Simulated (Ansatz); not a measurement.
Consider a scan of the energy under strain of Sn, space group Im-3m (Ansatz 0.2.0 through its Python package).

`strain_sn.py`:
```python
'''A biaxial strain scan of Sn.'''

import warnings

import ansatz as az
import numpy as np

vectors0 = np.array([
    [-1.894652, 1.894652, 1.894652],
    [1.894652, -1.894652, 1.894652],
    [1.894652, 1.894652, -1.894652],
])
sites = [
    ('Sn', (0.0, 0.0, 0.0)),
]


def crystal_on(cell):
    crystal = az.Crystal(lattice=az.Lattice.of(cell))
    for symbol, position in sites:
        crystal = crystal.atom(symbol, position)
    return crystal


def main() -> None:
    warnings.simplefilter('ignore', az.DeckWarning)

    # clamped ions: the fractional positions stay as typed
    values = np.linspace(-0.01, 0.01, 7)
    energies = []
    for d in values:
        strain = np.diag([d, d, 0])
        cell = vectors0 @ (np.eye(3) + strain)
        setup = (
            crystal_on(cell).calculation()
            .functional(az.Functional.R2SCAN)
            .basis(21 * az.Ha)
            .occupations('fermi_dirac', width=0.05)
            .kpoints(13, 13, 13)
            .stress()
        )
        summary = setup.run(threads=1).report
        energies.append(summary['free_energy_ev'] / len(sites))
        s = summary['stress_gpa']
        print(f'd = {d:+.4f}  stress xx yy zz xy (GPa, compression positive): {s[0][0]:8.3f} {s[1][1]:8.3f} {s[2][2]:8.3f} {s[0][1]:8.3f}')
    energies = np.array(energies)

    for value, e in zip(values, energies):
        print(f'strain {value:7.3f}   E - Emin = {1000 * (e - energies.min()):9.3f} meV/atom')
    np.savetxt('strain.csv', np.column_stack([values, energies]), fmt='%.6f', delimiter=',', header='strain,energy_eV_per_atom')
    curvature = 2 * np.polyfit(values, energies, 3)[1]
    volume = abs(np.linalg.det(vectors0)) / len(sites)
    print(f'd2E/dd2 over the volume: {curvature / volume * 160.21766:.1f} GPa')


if __name__ == '__main__':
    main()
```

How much energy does this biaxial strain cost, and what curvature follows?

Against the unstrained cell the energy per atom changes by +0.16 meV at one end of the scan and +2.59 meV at the other, and its second derivative over the volume is 161.5 GPa.

What the script printed:

`python strain_sn.py` gives:
```text
d = -0.0100  stress xx yy zz xy (GPa, compression positive):    0.407    0.407    1.130   -0.000
d = -0.0067  stress xx yy zz xy (GPa, compression positive):    0.182    0.182    0.565    0.000
d = -0.0033  stress xx yy zz xy (GPa, compression positive):   -0.075   -0.075    0.073    0.000
d = +0.0000  stress xx yy zz xy (GPa, compression positive):   -0.355   -0.355   -0.355   -0.000
d = +0.0033  stress xx yy zz xy (GPa, compression positive):   -0.635   -0.635   -0.760   -0.000
d = +0.0067  stress xx yy zz xy (GPa, compression positive):   -0.895   -0.895   -1.172   -0.000
d = +0.0100  stress xx yy zz xy (GPa, compression positive):   -1.137   -1.137   -1.592   -0.000
strain  -0.010   E - Emin =     0.399 meV/atom
strain  -0.007   E - Emin =     0.065 meV/atom
strain  -0.003   E - Emin =     0.000 meV/atom
strain   0.000   E - Emin =     0.241 meV/atom
strain   0.003   E - Emin =     0.802 meV/atom
strain   0.007   E - Emin =     1.673 meV/atom
strain   0.010   E - Emin =     2.833 meV/atom
d2E/dd2 over the volume: 161.5 GPa
```

`strain.csv`, as written:
```csv
# strain,energy_eV_per_atom
-0.010000,-6038.392996
-0.006667,-6038.393330
-0.003333,-6038.393395
0.000000,-6038.393154
0.003333,-6038.392593
0.006667,-6038.391722
0.010000,-6038.390562
```

Reading the output:
- Absolute energies stand on the zero of these potentials, so only differences at equal settings mean something.
- The curvature belongs to this strain pattern and to the cell's stress; it equals a single elastic constant only for simple patterns.
- In a metal a curvature from energy changes of a few meV or less hangs on mesh and smearing, in size and even in sign.
- This isn't the structure that Sn takes at ambient conditions.
- The ions keep their fractional positions (clamped ions).
- Finished in 100 s on 1 thread of Arm Neoverse N1 (shared host), peak memory 0.52 GiB.
